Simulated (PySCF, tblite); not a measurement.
# C₆H₁₁OP: geometry, infrared bands and NMR shifts

Aim: predict the infrared bands and NMR shifts of C₆H₁₁OP (`CCC(C)(C)P=C=O`).

The runs use tblite 0.8.0 and PySCF 2.14.0, with density-fitted response routines of our own; the level of theory stands in each step. All values are computed, except where a source is named. Atoms are numbered from 0 throughout.

## Step 1: The molecule as given

19 atoms, charge 0, multiplicity 1; geometry from: force field or distance geometry start.

Bonds of the start (Å): C0–C1 1.50, C1–C2 1.51, C2–C3 1.55, C2–C4 1.54, C2–P5 1.83, P5–C6 1.64, C6–O7 1.21, C0–H8 1.10, C0–H9 1.13, C0–H10 1.10, C1–H11 1.12, C1–H12 1.10, C3–H13 1.09, C3–H14 1.09, C3–H15 1.09, C4–H16 1.11, C4–H17 1.11, C4–H18 1.10.

## Step 2: Relaxing the molecule with GFN2-xTB

The job: settings as JSON, then the geometry in Å.

```
{"job": {"kind": "relax", "xc": "GFN2-xTB", "basis": "xTB"}, "charge": 0, "multiplicity": 1}
C     -1.956100    -1.089000     0.214900
C     -1.327200     0.162700    -0.330600
C      0.181000     0.200400    -0.213900
C      0.577000     1.561600    -0.832400
C      0.628400     0.283600     1.253400
P      1.055400    -1.209300    -0.983000
C      2.597400    -1.642000    -0.610100
O      3.726700    -1.957900    -0.307100
H     -1.198500    -1.874000     0.311700
H     -2.757200    -1.396700    -0.522700
H     -2.411800    -0.869700     1.195900
H     -1.686700     1.079700     0.206900
H     -1.637800     0.295200    -1.373700
H     -0.088600     2.283400    -0.348700
H      0.409000     1.495800    -1.907800
H      1.601600     1.805400    -0.534500
H      1.036000     1.299600     1.441400
H      1.443700    -0.457400     1.399300
H     -0.202300     0.037800     1.933400
```

Launch:

```bash
$ OMP_NUM_THREADS=1 python probes_run.py task.json out
```

This one command runs all jobs of the session in turn.

**Question.** This job is followed by: GFN2-xTB harmonic vibrations, gas phase; GIAO PBE0/pcSseg-1 NMR shielding, non-relativistic, gas phase. Predict these results of the whole session: strongest single infrared mode (GFN2-xTB); zero-point energy (GFN2-xTB); ¹³C shifts against TMS (PBE0/pcSseg-1, means over atoms taken as alike); ¹H shifts against TMS (PBE0/pcSseg-1, means over atoms taken as alike); ³¹P shifts against H3PO4 (PBE0/pcSseg-1); ¹⁷O shifts against H2O (PBE0/pcSseg-1).

The runs gave:

```
                                                               quantity                              value
                              strongest single infrared mode (GFN2-xTB)             2048 cm⁻¹, 1105 km/mol
                                           zero-point energy (GFN2-xTB)                      98.5 kcal/mol
¹³C shifts against TMS (PBE0/pcSseg-1, means over atoms taken as alike)  223.3, 45.4, 41.9, 36.8, 14.5 ppm
 ¹H shifts against TMS (PBE0/pcSseg-1, means over atoms taken as alike)               1.59, 1.50, 1.21 ppm
                               ³¹P shifts against H3PO4 (PBE0/pcSseg-1)                         -198.0 ppm
                                 ¹⁷O shifts against H2O (PBE0/pcSseg-1)                          469.8 ppm
```

In words: Over 89 steps the energy fell by 1.274 eV; of the close pairs, C2–P5 changed most, 1.828 to 1.928 Å. No mode is imaginary among the 51: a minimum at this level. The strongest single mode, at 2048 cm⁻¹, moves mainly C6. Unscaled tight-binding wavenumbers are off by several per cent, some by more. Its intensities can rank the bands wrongly. At PBE0/pcSseg-1: The widest tensor belongs to P5: span 468 ppm, with a paramagnetic part of -453 ppm.
